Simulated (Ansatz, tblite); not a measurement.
**The cluster In12N12: removing and adding an electron**

Aim: the energy of removing and adding an electron for the cluster In12N12, by energy differences, and how well orbital energies stand in for it.

Method: as each input shows; program: Ansatz 0.2.0, Gaussian basis.

The runs, in order: charge +1 doublet, at the geometry of the singlet (PBE0-D4/def2-SVP, PBE-D4/def2-SVP, BLYP-D4/def2-SVP); charge -1 doublet, at the geometry of the singlet (PBE0-D4/def2-SVP, PBE-D4/def2-SVP, BLYP-D4/def2-SVP); charge -1 doublet, relaxed (PBE0-D4/def2-SVP, PBE-D4/def2-SVP); the starting singlet's energies come from earlier runs.

6 further runs of the same task are left out: 1 for a known fault of the program, 1 that didn't finish, 4 set aside as unsound or not needed.

## 1. The relaxed structure

The singlet was relaxed beforehand with PBE-D4/def2-SVP.

24 atoms, charge 0, spin multiplicity 1.

Atoms are counted from 1 here; the program's logs count them from 0.

Bond lengths: In1–N13 2.298 Å, In1–N14 2.102 Å, In1–N15 2.158 Å, In2–N13 2.184 Å, In2–N17 2.085 Å, In2–N22 2.189 Å, In3–N16 2.097 Å, In3–N17 2.200 Å, In3–N18 2.156 Å, In4–N14 2.184 Å, In4–N19 2.091 Å, In4–N20 2.172 Å, In5–N16 2.201 Å, In5–N19 2.077 Å, In5–N21 2.192 Å, In6–N13 2.179 Å, In6–N14 2.190 Å, In6–N16 2.116 Å and more. Angles: N13–In1–N14 92.6°, N13–In1–N15 97.7°, N14–In1–N15 140.3°, N13–In2–N17 127.2°, N13–In2–N22 95.9°, N17–In2–N22 124.0°, N16–In3–N17 129.0°, N16–In3–N18 128.4°, N17–In3–N18 93.7°, N14–In4–N19 114.6°, N14–In4–N20 120.6°, N19–In4–N20 115.1°, N16–In5–N19 116.8°, N16–In5–N21 117.9°, N19–In5–N21 117.0°, N13–In6–N14 93.6°, N13–In6–N16 130.0°, N14–In6–N16 132.0° and more.

In takes a core potential in the def2 sets. No spin-orbit coupling is included.

## 2. Charge +1 doublet at the fixed geometry, PBE0-D4/def2-SVP

in.yaml reads:

```yaml
crystal:
  periodic: [false, false, false]
  atoms:
    - {symbol: In, position_ang: [-3.403632, 1.125340, -0.400219]}
    - {symbol: In, position_ang: [-1.069960, -1.369900, 2.408584]}
    - {symbol: In, position_ang: [0.863239, -3.157619, 0.114399]}
    - {symbol: In, position_ang: [-1.211104, 1.200902, -3.157784]}
    - {symbol: In, position_ang: [1.012068, -1.016626, -2.709111]}
    - {symbol: In, position_ang: [-1.759838, -1.305812, -1.086486]}
    - {symbol: In, position_ang: [-1.563352, 1.580459, 1.919488]}
    - {symbol: In, position_ang: [2.222995, -2.236477, 2.584231]}
    - {symbol: In, position_ang: [1.290401, 1.786129, -1.024784]}
    - {symbol: In, position_ang: [-1.116566, 3.493809, -0.359174]}
    - {symbol: In, position_ang: [3.172706, -0.852413, 0.135140]}
    - {symbol: In, position_ang: [1.367341, 1.081385, 2.438927]}
    - {symbol: N, position_ang: [-2.287155, -0.449851, 0.846183]}
    - {symbol: N, position_ang: [-2.899193, 0.187172, -2.212457]}
    - {symbol: N, position_ang: [-2.872422, 2.854028, 0.777706]}
    - {symbol: N, position_ang: [-0.136553, -2.551246, -1.626661]}
    - {symbol: N, position_ang: [0.214705, -3.000063, 2.210523]}
    - {symbol: N, position_ang: [2.953166, -2.950917, 0.600548]}
    - {symbol: N, position_ang: [0.043892, -0.047617, -4.270090]}
    - {symbol: N, position_ang: [-0.218605, 2.857086, -2.163953]}
    - {symbol: N, position_ang: [2.491206, 0.143188, -1.580753]}
    - {symbol: N, position_ang: [-0.525155, 0.502207, 3.403692]}
    - {symbol: N, position_ang: [2.978375, -0.227744, 2.238293]}
    - {symbol: N, position_ang: [0.453441, 2.354578, 0.913760]}
basis:
  gaussian: {orbitals: def2-SVP, fitting: {mean_field: def2-universal-jkfit}}
total_charge: 1
magnetization: {spin_polarized: true, initial_magnetization: 1}
hamiltonian: {xc: pbe0, dispersion: d4}
scf: {omitted_lower_state_checks: [starts]}
output: {orbitals: {seedname: orbitals}}
```

Started as:

```
> ansatz run in.yaml --threads 2 --pin off --events-out ev --progress --plain --max-ram 22528MiB --backend cuda --devices 0, --max-vram 18GiB
```

What it wrote:

```text
Functional definition: PBE0
  name "PBE0"
  cite "Adamo & Barone, J. Chem. Phys. 110, 6158 (1999) doi:10.1063/1.478522"
  cite "Perdew, Burke & Ernzerhof, Phys. Rev. Lett. 77, 3865 (1996) doi:10.1103/PhysRevLett.77.3865"
  parent pbe
  parameter a = 0.25
  parameter kappa = 0.804
  parameter beta = 0.06672455060314922
  exchange = (1 - a)*pbe_x(kappa = kappa, mu = beta*pi^2/3) + a*exact_x
  correlation = pbe_c(beta = beta)
these checks for a lower state are left out or cut short: starts
3540 factors; integrals over basis functions are off by at most 6.5e-2 eV
mean field evaluation 1: about -79826.9819 eV, gradient 1.4e2 eV
mean field evaluation 2: about -79388.8632 eV, gradient 2.6e2 eV
mean field evaluation 4: about -79889.0078 eV, gradient 6.8e1 eV
mean field evaluation 8: about -79918.9815 eV, gradient 1.1e1 eV
mean field evaluation 16: about -79919.6037 eV, gradient 1.8e-1 eV
mean field evaluation 32: about -79919.6042 eV, gradient 7.8e-4 eV
mean field -79919.60423940 eV, -2936.9912843446 hartree, gradient 2.3e-5 eV, S^2 0.766128; 0 other end points of the search recorded, 0 dependent functions left out
reference -79919.60429662 eV, -2936.9912864473 hartree; 168, 167 occupied and 312, 313 virtual orbitals, 3540 factors
Total energy: -79921.94864389 eV, -2937.0774396205 hartree
Checks for a lower state left out: starts
```

Run time: 21 s. Hardware: 1 × H100 (card shared with other runs) with 2 threads of AMD EPYC 7R13, shared host; peak host memory 1.2 GiB.

Report: HOMO -9.06 eV, LUMO -7.22 eV (over both spins); ⟨S²⟩ 0.766 (pure: 0.75).

## 3. Charge +1 doublet at the fixed geometry, PBE-D4/def2-SVP

start.molden holds the orbitals of an earlier run on this state, given as this run's starting guess.

Changes to in.yaml since step 2:

```diff
@@ -28,6 +28,6 @@
 basis:
-  gaussian: {orbitals: def2-SVP, fitting: {mean_field: def2-universal-jkfit}}
+  gaussian: {orbitals: def2-SVP, fitting: {mean_field: def2-universal-jkfit}, initial_orbitals: start.molden}
 total_charge: 1
 magnetization: {spin_polarized: true, initial_magnetization: 1}
-hamiltonian: {xc: pbe0, dispersion: d4}
+hamiltonian: {xc: pbe, dispersion: d4}
 scf: {omitted_lower_state_checks: [starts]}
```

Same command.

What it wrote:

```text
Functional definition: PBE
  name "PBE"
  cite "Perdew, Burke & Ernzerhof, Phys. Rev. Lett. 77, 3865 (1996) doi:10.1103/PhysRevLett.77.3865"
  parent pbe
  parameter kappa = 0.804
  parameter beta = 0.06672455060314922
  exchange = pbe_x(kappa = kappa, mu = beta*pi^2/3)
  correlation = pbe_c(beta = beta)
these checks for a lower state are left out or cut short: starts
3540 factors; integrals over basis functions are off by at most 6.5e-2 eV
mean field evaluation 1: about -79922.3358 eV, gradient 1.1e1 eV
mean field evaluation 2: about -79923.3703 eV, gradient 9.4e-1 eV
mean field evaluation 4: about -79923.4092 eV, gradient 1.4e-1 eV
mean field evaluation 8: about -79923.4098 eV, gradient 4.3e-5 eV
mean field evaluation 16: about -79923.4098 eV, gradient 2.0e-5 eV
mean field -79923.40980097 eV, -2937.1311361527 hartree, gradient 6.6e-6 eV, S^2 0.766225; 0 other end points of the search recorded, 0 dependent functions left out
reference -79923.40987461 eV, -2937.1311388591 hartree; 168, 167 occupied and 312, 313 virtual orbitals, 3540 factors
Total energy: -79925.99937614 eV, -2937.2263012850 hartree
Checks for a lower state left out: starts
```

Run time: 9.5 s. Hardware: 1 × H100 (card shared with other runs) with 2 threads of AMD EPYC 7R13, shared host; peak host memory 1.2 GiB.

HOMO -8.14 eV, LUMO -7.82 eV (over both spins); ⟨S²⟩ 0.766 (pure: 0.75).

## 4. Charge +1 doublet at the fixed geometry, BLYP-D4/def2-SVP

Changes to in.yaml since step 3:

```diff
@@ -31,3 +31,3 @@
 magnetization: {spin_polarized: true, initial_magnetization: 1}
-hamiltonian: {xc: pbe, dispersion: d4}
+hamiltonian: {xc: {name: BLYP}, dispersion: d4}
 scf: {omitted_lower_state_checks: [starts]}
```

Same command.

What it wrote (excerpt; [...] marks lines left out):

```text
Functional definition: BLYP
  name "BLYP"
  cite "Becke, Phys. Rev. A 38, 3098 (1988) doi:10.1103/PhysRevA.38.3098"
  cite "Lee, Yang & Parr, Phys. Rev. B 37, 785 (1988) doi:10.1103/PhysRevB.37.785"
[...]
3540 factors; integrals over basis functions are off by at most 6.5e-2 eV
[...]
mean field -79922.74725574 eV, -2937.1067880645 hartree, gradient 3.6e-6 eV, S^2 0.767740; 0 other end points of the search recorded, 0 dependent functions left out
reference -79922.74777454 eV, -2937.1068071303 hartree; 168, 167 occupied and 312, 313 virtual orbitals, 3540 factors
Total energy: -79927.79205399 eV, -2937.2921809810 hartree
Checks for a lower state left out: starts
```

It took 8.5 s on 1 × H100 (card shared with other runs) with 2 threads of AMD EPYC 7R13, shared host; peak host memory 1.2 GiB.

From the report: HOMO -8.02 eV, LUMO -7.74 eV (over both spins); ⟨S²⟩ 0.768 (pure: 0.75).

## 5. Vertical ionisation energy

Charged state less starting state, singlet to doublet; the starting state's energies are those of its earlier runs.

```csv
level,vertical ionisation energy (eV),time
PBE-D4/def2-SVP†,+6.16,19 s
BLYP-D4/def2-SVP†,+6.08,17 s
PBE0-D4/def2-SVP,+5.72,37 s
```

Times add the two runs; a level without a time comes out of a correlated run. † marks a level with a doubtful state (flagged, unstable, out of aufbau order, or strongly spin-contaminated); such levels are left out of the summary.

Beside −ε(HOMO) of the starting state:

| level | −ε(HOMO) (eV) | by difference (eV) | mismatch (eV) |
| --- | --- | --- | --- |
| PBE0-D4/def2-SVP | 5.29 | 5.72 | -0.43 |

## 6. Charge -1 doublet at the fixed geometry, PBE0-D4/def2-SVP

Changes to in.yaml since step 4:

```diff
@@ -28,6 +28,6 @@
 basis:
-  gaussian: {orbitals: def2-SVP, fitting: {mean_field: def2-universal-jkfit}, initial_orbitals: start.molden}
-total_charge: 1
+  gaussian: {orbitals: def2-SVP, fitting: {mean_field: def2-universal-jkfit}}
+total_charge: -1
 magnetization: {spin_polarized: true, initial_magnetization: 1}
-hamiltonian: {xc: {name: BLYP}, dispersion: d4}
+hamiltonian: {xc: pbe0, dispersion: d4}
 scf: {omitted_lower_state_checks: [starts]}
```

The command is unchanged.

What it wrote (excerpt; [...] marks lines left out):

```text
Functional definition: PBE0
  name "PBE0"
  cite "Adamo & Barone, J. Chem. Phys. 110, 6158 (1999) doi:10.1063/1.478522"
  cite "Perdew, Burke & Ernzerhof, Phys. Rev. Lett. 77, 3865 (1996) doi:10.1103/PhysRevLett.77.3865"
  parent pbe
[...]
3540 factors; integrals over basis functions are off by at most 6.5e-2 eV
[...]
mean field -79928.82914214 eV, -2937.3302932673 hartree, gradient 7.8e-6 eV, S^2 0.762641; 0 other end points of the search recorded, 0 dependent functions left out
reference -79928.82919039 eV, -2937.3302950406 hartree; 169, 168 occupied and 311, 312 virtual orbitals, 3540 factors
Total energy: -79931.25167454 eV, -2937.4193196910 hartree
Checks for a lower state left out: starts
```

It took 19 s on 1 × H100 (card shared with other runs) with 2 threads of AMD EPYC 7R13, shared host; peak host memory 1.3 GiB.

Report: HOMO -2.03 eV, LUMO -0.51 eV (over both spins); ⟨S²⟩ 0.763 (pure: 0.75).

## 7. Charge -1 doublet at the fixed geometry, PBE-D4/def2-SVP

Changes to in.yaml since step 6:

```diff
@@ -28,6 +28,6 @@
 basis:
-  gaussian: {orbitals: def2-SVP, fitting: {mean_field: def2-universal-jkfit}}
+  gaussian: {orbitals: def2-SVP, fitting: {mean_field: def2-universal-jkfit}, initial_orbitals: start.molden}
 total_charge: -1
 magnetization: {spin_polarized: true, initial_magnetization: 1}
-hamiltonian: {xc: pbe0, dispersion: d4}
+hamiltonian: {xc: pbe, dispersion: d4}
 scf: {omitted_lower_state_checks: [starts]}
```

The command is unchanged.

What it wrote:

```text
Functional definition: PBE
  name "PBE"
  cite "Perdew, Burke & Ernzerhof, Phys. Rev. Lett. 77, 3865 (1996) doi:10.1103/PhysRevLett.77.3865"
  parent pbe
  parameter kappa = 0.804
  parameter beta = 0.06672455060314922
  exchange = pbe_x(kappa = kappa, mu = beta*pi^2/3)
  correlation = pbe_c(beta = beta)
these checks for a lower state are left out or cut short: starts
3540 factors; integrals over basis functions are off by at most 6.5e-2 eV
mean field evaluation 1: about -79931.9815 eV, gradient 1.1e1 eV
mean field evaluation 2: about -79932.8787 eV, gradient 7.9e-1 eV
mean field evaluation 4: about -79932.9037 eV, gradient 2.4e-1 eV
mean field evaluation 8: about -79932.9096 eV, gradient 4.0e-2 eV
mean field evaluation 16: about -79932.9096 eV, gradient 5.2e-5 eV
mean field -79932.90961088 eV, -2937.4802477276 hartree, gradient 5.1e-6 eV, S^2 0.766381; 0 other end points of the search recorded, 0 dependent functions left out
reference -79932.90967382 eV, -2937.4802500407 hartree; 169, 168 occupied and 311, 312 virtual orbitals, 3540 factors
Total energy: -79935.58545637 eV, -2937.5785832358 hartree
Checks for a lower state left out: starts
```

It took 8 s on 1 × H100 (card shared with other runs) with 2 threads of AMD EPYC 7R13, shared host; peak host memory 1.2 GiB.

Report: HOMO -1.70 eV, LUMO -1.60 eV (over both spins); ⟨S²⟩ 0.766 (pure: 0.75).

## 8. Charge -1 doublet at the fixed geometry, BLYP-D4/def2-SVP

Changes to in.yaml since step 7:

```diff
@@ -31,3 +31,3 @@
 magnetization: {spin_polarized: true, initial_magnetization: 1}
-hamiltonian: {xc: pbe, dispersion: d4}
+hamiltonian: {xc: {name: BLYP}, dispersion: d4}
 scf: {omitted_lower_state_checks: [starts]}
```

Same command.

What it wrote (excerpt; [...] marks lines left out):

```text
Functional definition: BLYP
  name "BLYP"
  cite "Becke, Phys. Rev. A 38, 3098 (1988) doi:10.1103/PhysRevA.38.3098"
  cite "Lee, Yang & Parr, Phys. Rev. B 37, 785 (1988) doi:10.1103/PhysRevB.37.785"
[...]
3540 factors; integrals over basis functions are off by at most 6.5e-2 eV
[...]
mean field -79932.06352390 eV, -2937.4491546048 hartree, gradient 1.9e-6 eV, S^2 0.763447; 0 other end points of the search recorded, 0 dependent functions left out
reference -79932.06400463 eV, -2937.4491722711 hartree; 169, 168 occupied and 311, 312 virtual orbitals, 3540 factors
Total energy: -79937.27610262 eV, -2937.6407133394 hartree
Checks for a lower state left out: starts
```

Run time: 9 s. Hardware: 1 × H100 (card shared with other runs) with 2 threads of AMD EPYC 7R13, shared host; peak host memory 1.2 GiB.

HOMO -1.60 eV, LUMO -1.49 eV (over both spins); ⟨S²⟩ 0.763 (pure: 0.75).

## 9. Vertical electron affinity

Starting state less charged state (positive: the electron is bound), singlet to doublet; the starting state's energies are those of its earlier runs.

| level | vertical electron affinity (eV) | time |
| --- | --- | --- |
| PBE-D4/def2-SVP† | +3.42 | 17 s |
| BLYP-D4/def2-SVP† | +3.40 | 17 s |
| PBE0-D4/def2-SVP | +3.58 | 35 s |

Times add the two runs; a level without a time comes out of a correlated run. † marks a level with a doubtful state (flagged, unstable, out of aufbau order, or strongly spin-contaminated); such levels are left out of the summary.

Beside −ε(LUMO) of the starting state:

```csv
level,−ε(LUMO) (eV),by difference (eV),mismatch (eV)
PBE0-D4/def2-SVP,4.13,3.58,+0.55
```

[end of part 1 of 2]
